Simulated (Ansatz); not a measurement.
# C₂H₈ClGeNSi: up Jacob's ladder to CCSD(T)

An exercise on one series of results from a longer session: the logs are not shown, and one member is left open.

Computed with Ansatz 0.2.0, Gaussian basis. Level: functionals in def2-TZVPP, the program's frozen cores in correlated methods.

The runs, in order: PBE-D4, r2SCAN-D4, PBE0-D4, B3LYP-D4, ωB97X-V, ωB97M-V, B2PLYP; CCSD(T)/def2-TZVPP; MP2/def2-QZVPP; extrapolation to the limit.

## The relaxed structure

An earlier PBE0-D4 in a triple-zeta def2 set relaxation fixed the geometry.

14 atoms, charge 0, spin multiplicity 1.

Atoms are counted from 1 here; the program's logs count them from 0.

Bond lengths: C1–C2 1.334 Å, C1–H7 1.081 Å, C1–H8 1.085 Å, C2–N3 1.394 Å, C2–H9 1.087 Å, N3–Ge4 1.865 Å, N3–Si5 1.725 Å, Ge4–H10 1.536 Å, Ge4–H11 1.534 Å, Ge4–H12 1.534 Å, Si5–Cl6 2.057 Å, Si5–H13 1.481 Å, Si5–H14 1.481 Å. Angles: C2–C1–H7 119.7°, C2–C1–H8 123.5°, H7–C1–H8 116.8°, C1–C2–N3 126.7°, C1–C2–H9 118.7°, N3–C2–H9 114.7°, C2–N3–Ge4 118.5°, C2–N3–Si5 117.7°, Ge4–N3–Si5 123.8°, N3–Ge4–H10 103.9°, N3–Ge4–H11 110.0°, N3–Ge4–H12 110.0°, H10–Ge4–H11 111.0°, H10–Ge4–H12 111.0°, H11–Ge4–H12 110.7°, N3–Si5–Cl6 106.8°, N3–Si5–H13 112.0°, N3–Si5–H14 112.0° and more.

Coordinates:

```mol
C2H8ClGeNSi
  3D, bonds by distance, orders not assigned

 14 13  0  0  0  0  0  0  0  0999 V2000
    1.3012    1.7163    0.6445 C   0  0
    0.2304    1.2612   -0.0087 C   0  0
   -0.1795   -0.0670   -0.1113 N   0  0
   -1.7251   -0.4502   -1.0828 Ge  0  0
    0.7804   -1.2656    0.6756 Si  0  0
   -0.1131   -3.0812    0.3044 Cl  0  0
    1.5149    2.7758    0.6502 H   0  0
    1.9903    1.0757    1.1852 H   0  0
   -0.4085    1.9741   -0.5242 H   0  0
   -2.2065    0.9252   -1.5682 H   0  0
   -2.7691   -1.1069   -0.1712 H   0  0
   -1.3880   -1.3634   -2.2682 H   0  0
    0.8162   -1.0735    2.1438 H   0  0
    2.1564   -1.3205    0.1308 H   0  0
  1  2  8  0
  2  3  8  0
  3  4  8  0
  3  5  8  0
  5  6  8  0
  1  7  8  0
  1  8  8  0
  2  9  8  0
  4 10  8  0
  4 11  8  0
  4 12  8  0
  5 13  8  0
  5 14  8  0
M  END
```

Set-up of the first run:

in.yaml

```yaml
crystal:
  periodic: [false, false, false]
  atoms:
    - {symbol: C, position_ang: [1.301240, 1.716328, 0.644509]}
    - {symbol: C, position_ang: [0.230378, 1.261157, -0.008656]}
    - {symbol: N, position_ang: [-0.179536, -0.067038, -0.111257]}
    - {symbol: Ge, position_ang: [-1.725062, -0.450180, -1.082836]}
    - {symbol: Si, position_ang: [0.780356, -1.265617, 0.675649]}
    - {symbol: Cl, position_ang: [-0.113103, -3.081160, 0.304353]}
    - {symbol: H, position_ang: [1.514864, 2.775841, 0.650172]}
    - {symbol: H, position_ang: [1.990268, 1.075653, 1.185223]}
    - {symbol: H, position_ang: [-0.408530, 1.974063, -0.524195]}
    - {symbol: H, position_ang: [-2.206474, 0.925201, -1.568194]}
    - {symbol: H, position_ang: [-2.769103, -1.106897, -0.171166]}
    - {symbol: H, position_ang: [-1.387953, -1.363362, -2.268156]}
    - {symbol: H, position_ang: [0.816204, -1.073452, 2.143768]}
    - {symbol: H, position_ang: [2.156433, -1.320538, 0.130807]}
basis:
  gaussian: {orbitals: def2-TZVPP}
hamiltonian: {xc: pbe, dispersion: d4}
output: {forces: true, orbitals: {seedname: orbitals}}
```

The run is started by

```console
> ansatz run in.yaml --threads 2 --pin off --events-out ev --progress --plain --max-ram 32768MiB --backend cuda --devices 0, --max-vram 18GiB
```

Steps of the session up to this table: PBE-D4 (GGA); r2SCAN-D4 (meta-GGA); PBE0-D4 (hybrid); B3LYP-D4 (hybrid); ωB97X-V (range-separated); ωB97M-V (range-separated); B2PLYP (double hybrid); CCSD(T) in def2-TZVPP; MP2 in def2-QZVPP.

One table of the session follows, with a row left open; its other results are not shown here.

| method | atomisation energy (kcal/mol) |
| --- | --- |
| PBE-D4 | 1174.3 |
| r2SCAN-D4 | 1161.6 |
| PBE0-D4 | 1159.2 |
| B3LYP-D4 | ? |
| ωB97X-V | 1167.4 |
| ωB97M-V | 1162.6 |
| B2PLYP | 1145.2 |
| HF/def2-TZVPP | 841.4 |
| MP2/def2-TZVPP | 1145.2 |
| CCSD/def2-TZVPP | 1114.8 |
| CCSD(T)/def2-TZVPP | 1132.8 |
| MP2/CBS | 1175.0 |
| CCSD(T)/CBS | 1162.6 |

Estimate the missing values for B3LYP-D4.

**Answer.** atomisation energy (kcal/mol): 1159.3. In the column «atomisation energy (kcal/mol)» it lies between PBE0-D4 (1159.2) and r2SCAN-D4 (1161.6).

Limits of these values: Free atoms (2 C, 1 N, 1 Ge, 1 Si, 1 Cl, 8 H) were run apart at each level; the atomisation energy is their sum less the molecule, without zero-point or spin-orbit terms.
